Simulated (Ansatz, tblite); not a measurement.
# B15P15 wurtzite bond sphere (B₁₅P₁₅H₃₄): which spin state is lowest

Aim: set other spin states of B15P15 wurtzite bond sphere (B₁₅P₁₅H₃₄) against its singlet, on many levels of theory.

Program: Ansatz 0.2.0, Gaussian basis. Level of theory: as each input shows. These are calculated values, not measurements.

Plan: triplet, at the geometry of the singlet (GFN1-xTB, GFN2-xTB, PBE0-D4/def2-SVP, PBE-D4/def2-SVP); the singlet's energies come from earlier runs.

1 further run of the same task is left out (set aside as unsound or not needed). Runs told in other sessions of the task aren't counted.

### Step 1. The structure

The geometry is that of the singlet, from an earlier relaxation (PBE-D4/def2-SVP).

64 atoms, charge 0, spin multiplicity 1.

Bond lengths: B1–P2 1.947 Å, B1–P3 1.987 Å, B1–P16 1.950 Å, B1–H31 1.219 Å, P2–B7 1.941 Å, P2–H32 1.425 Å, P2–H33 1.434 Å, P3–B4 1.959 Å, P3–B17 1.960 Å, P3–H34 1.425 Å, B4–P6 1.982 Å, B4–P9 1.969 Å, B4–H35 1.226 Å, B5–P6 1.958 Å, B5–P18 1.960 Å, B5–H36 1.230 Å, B5–H37 1.225 Å, P6–B11 1.950 Å and more. Angles: P2–B1–P3 106.6°, P2–B1–P16 106.1°, P2–B1–H31 110.3°, P3–B1–P16 107.5°, P3–B1–H31 114.0°, P16–B1–H31 111.9°, B1–P2–B7 113.5°, B1–P2–H32 110.2°, B1–P2–H33 111.4°, B7–P2–H32 110.4°, B7–P2–H33 110.1°, H32–P2–H33 100.4°, B1–P3–B4 111.7°, B1–P3–B17 112.0°, B1–P3–H34 103.8°, B4–P3–B17 111.7°, B4–P3–H34 109.0°, B17–P3–H34 108.2° and more.

### Step 2. Triplet at the fixed geometry, GFN1-xTB

Tight binding, by tblite at 300 K electronic temperature and without a spin-polarisation term:

```python
tblite.interface.Calculator('GFN1-xTB', numbers, positions, charge=0, uhf=2).singlepoint()
```

Energy -2143.4464 eV; 0.93 s.

### Step 3. Triplet at the fixed geometry, GFN2-xTB

Tight binding, by tblite at 300 K electronic temperature and without a spin-polarisation term:

```python
tblite.interface.Calculator('GFN2-xTB', numbers, positions, charge=0, uhf=2).singlepoint()
```

Energy -2009.2727 eV; 0.68 s.

### Step 4. Triplet at the fixed geometry, PBE0-D4/def2-SVP

in.yaml

```yaml
crystal:
  periodic: [false, false, false]
  atoms:
    - {symbol: B, position_ang: [0.819017, -3.283538, -2.312698]}
    - {symbol: P, position_ang: [-0.748838, -2.303684, -2.922436]}
    - {symbol: P, position_ang: [0.814056, -3.184849, -0.328040]}
    - {symbol: B, position_ang: [-0.807752, -2.321295, 0.350852]}
    - {symbol: B, position_ang: [0.807610, -3.298924, 3.004667]}
    - {symbol: P, position_ang: [-0.730229, -2.291907, 2.330870]}
    - {symbol: B, position_ang: [-0.804211, -0.465434, -2.301277]}
    - {symbol: P, position_ang: [-2.370628, 0.498226, -2.922360]}
    - {symbol: P, position_ang: [-0.791671, -0.458203, -0.287458]}
    - {symbol: B, position_ang: [-2.415183, 0.455849, 0.350944]}
    - {symbol: B, position_ang: [-0.789497, -0.457024, 2.987373]}
    - {symbol: P, position_ang: [-2.351021, 0.508418, 2.330963]}
    - {symbol: B, position_ang: [-2.439294, 2.345793, -2.312568]}
    - {symbol: P, position_ang: [-2.356171, 2.292299, -0.327906]}
    - {symbol: B, position_ang: [-2.458123, 2.343484, 3.004841]}
    - {symbol: P, position_ang: [2.365343, -2.278654, -2.946354]}
    - {symbol: B, position_ang: [2.434239, -2.330391, 0.369160]}
    - {symbol: P, position_ang: [2.350567, -2.283923, 2.349006]}
    - {symbol: B, position_ang: [2.432084, -0.444577, -2.304262]}
    - {symbol: P, position_ang: [0.811475, 0.469727, -2.913382]}
    - {symbol: P, position_ang: [2.368653, -0.494758, -0.321225]}
    - {symbol: B, position_ang: [0.818051, 0.473496, 0.368998]}
    - {symbol: B, position_ang: [2.452830, -0.444042, 2.997150]}
    - {symbol: P, position_ang: [0.831940, 0.481501, 2.375432]}
    - {symbol: B, position_ang: [0.825914, 2.330391, -2.304210]}
    - {symbol: P, position_ang: [-0.797707, 3.186080, -2.946255]}
    - {symbol: P, position_ang: [0.750815, 2.300355, -0.321176]}
    - {symbol: B, position_ang: [-0.808206, 3.271558, 0.369257]}
    - {symbol: B, position_ang: [0.836822, 2.347999, 2.997201]}
    - {symbol: P, position_ang: [-0.809496, 3.175850, 2.349107]}
    - {symbol: H, position_ang: [0.803662, -4.420253, -2.752135]}
    - {symbol: H, position_ang: [-1.937834, -2.991908, -2.543276]}
    - {symbol: H, position_ang: [-0.869151, -2.345393, -4.350952]}
    - {symbol: H, position_ang: [0.818868, -4.550247, 0.081087]}
    - {symbol: H, position_ang: [-1.815375, -2.875968, -0.072639]}
    - {symbol: H, position_ang: [0.797961, -4.437604, 2.540810]}
    - {symbol: H, position_ang: [0.793944, -3.248991, 4.228279]}
    - {symbol: H, position_ang: [-1.932603, -2.957494, 2.732425]}
    - {symbol: H, position_ang: [-3.559618, -0.189987, -2.543159]}
    - {symbol: H, position_ang: [-2.466788, 0.414711, -4.350872]}
    - {symbol: H, position_ang: [-3.398061, -0.141595, -0.072519]}
    - {symbol: H, position_ang: [-0.785893, -0.455022, 4.209858]}
    - {symbol: H, position_ang: [-3.527098, -0.202584, 2.732556]}
    - {symbol: H, position_ang: [-3.432597, 2.898708, -2.751996]}
    - {symbol: H, position_ang: [-3.537716, 2.976584, 0.081269]}
    - {symbol: H, position_ang: [-3.450341, 2.902332, 2.541119]}
    - {symbol: H, position_ang: [-2.421505, 2.306657, 4.228446]}
    - {symbol: H, position_ang: [2.442786, -2.322503, -4.375532]}
    - {symbol: H, position_ang: [3.551126, -2.987202, -2.599564]}
    - {symbol: H, position_ang: [3.433552, -2.892140, -0.063032]}
    - {symbol: H, position_ang: [3.528391, -2.994557, 2.741606]}
    - {symbol: H, position_ang: [3.406221, 0.145152, -2.740933]}
    - {symbol: H, position_ang: [0.798136, 0.462034, -4.351305]}
    - {symbol: H, position_ang: [3.549012, 0.183811, 0.101037]}
    - {symbol: H, position_ang: [2.405553, -0.454561, 4.221244]}
    - {symbol: H, position_ang: [3.443967, 0.122021, 2.539252]}
    - {symbol: H, position_ang: [1.822491, 2.881352, -2.740880]}
    - {symbol: H, position_ang: [-0.797192, 3.275051, -4.375435]}
    - {symbol: H, position_ang: [-0.821444, 4.567229, -2.599487]}
    - {symbol: H, position_ang: [1.927157, 2.985858, 0.101100]}
    - {symbol: H, position_ang: [-0.797554, 4.417888, -0.062942]}
    - {symbol: H, position_ang: [0.804152, 2.312214, 4.221294]}
    - {symbol: H, position_ang: [1.821382, 2.925438, 2.539321]}
    - {symbol: H, position_ang: [-0.838968, 4.551126, 2.741730]}
basis:
  gaussian: {orbitals: def2-SVP, fitting: {mean_field: def2-universal-jkfit}}
magnetization: {spin_polarized: true, initial_magnetization: 2}
hamiltonian: {xc: pbe0, dispersion: d4}
scf: {omitted_lower_state_checks: [starts]}
output: {orbitals: {seedname: orbitals}}
```

On the command line:

```sh
$ ansatz run in.yaml --threads 5 --pin off --events-out ev --progress --plain --max-ram 66560MiB --backend cuda --devices 0, --max-vram 37GiB
```

The program printed:

```text
Functional definition: PBE0
  name "PBE0"
  cite "Adamo & Barone, J. Chem. Phys. 110, 6158 (1999) doi:10.1063/1.478522"
  cite "Perdew, Burke & Ernzerhof, Phys. Rev. Lett. 77, 3865 (1996) doi:10.1103/PhysRevLett.77.3865"
  parent pbe
  parameter a = 0.25
  parameter kappa = 0.804
  parameter beta = 0.06672455060314922
  exchange = (1 - a)*pbe_x(kappa = kappa, mu = beta*pi^2/3) + a*exact_x
  correlation = pbe_c(beta = beta)
these checks for a lower state are left out or cut short: starts
3657 factors; integrals over basis functions are off by at most 3.0e-1 eV
mean field evaluation 1: about -149907.2652 eV, gradient 4.9e1 eV
mean field evaluation 2: about -149886.9309 eV, gradient 7.4e1 eV
mean field evaluation 4: about -149924.3055 eV, gradient 1.1e1 eV
mean field evaluation 8: about -149925.0625 eV, gradient 1.0e0 eV
mean field evaluation 16: about -149925.0811 eV, gradient 4.1e-2 eV
mean field evaluation 32: about -149925.0814 eV, gradient 6.5e-5 eV
mean field -149925.08138180 eV, -5509.6451179110 hartree, gradient 8.8e-6 eV, S^2 2.005039; 0 other end points of the search recorded, 0 dependent functions left out
reference -149925.08144875 eV, -5509.6451203713 hartree; 168, 166 occupied and 482, 484 virtual orbitals, 3657 factors
Total energy: -149930.18864111 eV, -5509.8328062289 hartree
Checks for a lower state left out: starts
```

Wall time 32 s (1 × H100 (card shared with other runs) with 5 threads of AMD EPYC 7R13, shared host); peak host memory 1.4 GiB.

From the report: HOMO -1.96 eV, LUMO -5.53 eV (over both spins; with the spin held, an empty level of the minority spin lies below the top filled one); ⟨S²⟩ 2.005 (pure: 2.00).

### Step 5. Triplet at the fixed geometry, PBE-D4/def2-SVP

start.molden holds the orbitals of an earlier run on this state, given as this run's starting guess.

in.yaml, as its differences from that of step 4:

```diff
@@ -68,5 +68,5 @@
 basis:
-  gaussian: {orbitals: def2-SVP, fitting: {mean_field: def2-universal-jkfit}}
+  gaussian: {orbitals: def2-SVP, fitting: {mean_field: def2-universal-jkfit}, initial_orbitals: start.molden}
 magnetization: {spin_polarized: true, initial_magnetization: 2}
-hamiltonian: {xc: pbe0, dispersion: d4}
+hamiltonian: {xc: pbe, dispersion: d4}
 scf: {omitted_lower_state_checks: [starts]}
```

The command is unchanged.

The program printed:

```text
Functional definition: PBE
  name "PBE"
  cite "Perdew, Burke & Ernzerhof, Phys. Rev. Lett. 77, 3865 (1996) doi:10.1103/PhysRevLett.77.3865"
  parent pbe
  parameter kappa = 0.804
  parameter beta = 0.06672455060314922
  exchange = pbe_x(kappa = kappa, mu = beta*pi^2/3)
  correlation = pbe_c(beta = beta)
these checks for a lower state are left out or cut short: starts
3657 factors; integrals over basis functions are off by at most 3.0e-1 eV
mean field evaluation 1: about -149908.1641 eV, gradient 1.2e1 eV
mean field evaluation 2: about -149908.6557 eV, gradient 5.7e-1 eV
mean field evaluation 4: about -149908.6596 eV, gradient 3.7e-2 eV
mean field evaluation 8: about -149908.6597 eV, gradient 2.4e-5 eV
mean field evaluation 16: about -149908.6597 eV, gradient 3.6e-6 eV
mean field -149908.65967410 eV, -5509.0416312840 hartree, gradient 3.6e-6 eV, S^2 2.001722; 0 other end points of the search recorded, 0 dependent functions left out
reference -149908.65976234 eV, -5509.0416345270 hartree; 168, 166 occupied and 482, 484 virtual orbitals, 3657 factors
Total energy: -149914.35984703 eV, -5509.2511087757 hartree
Checks for a lower state left out: starts
```

Wall time 20 s (1 × H100 (card shared with other runs) with 5 threads of AMD EPYC 7R13, shared host); peak host memory 1.4 GiB.

HOMO -1.79 eV, LUMO -5.58 eV (over both spins; with the spin held, an empty level of the minority spin lies below the top filled one); ⟨S²⟩ 2.002 (pure: 2.00).

### Step 6. Triplet less singlet, vertical

The singlet's energies are those of its earlier runs, whose logs aren't repeated here.

| level | triplet less singlet, vertical (eV) | time |
| --- | --- | --- |
| GFN1-xTB | +3.969 | 1.5 s |
| GFN2-xTB | +2.789 | 1.2 s |
| PBE-D4/def2-SVP | +3.401 | 35 s |
| PBE0-D4/def2-SVP | +4.132 | 50 s |

Times add the two runs; a level without a time comes out of a correlated run. Tight binding without a spin term can't rank spin states.

### Step 7. Outcome

```
                                               quantity                                   value
triplet less singlet, vertical, functionals in def2-SVP  +3.401 (PBE-D4) to +4.132 eV (PBE0-D4)
```

**Reading.** All functionals put the triplet above the singlet, over a spread of 0.731 eV. The checks for a lower triplet were left out, so another state of that spin may lie lower. These are electronic energies, without zero-point motion, entropy or surroundings.
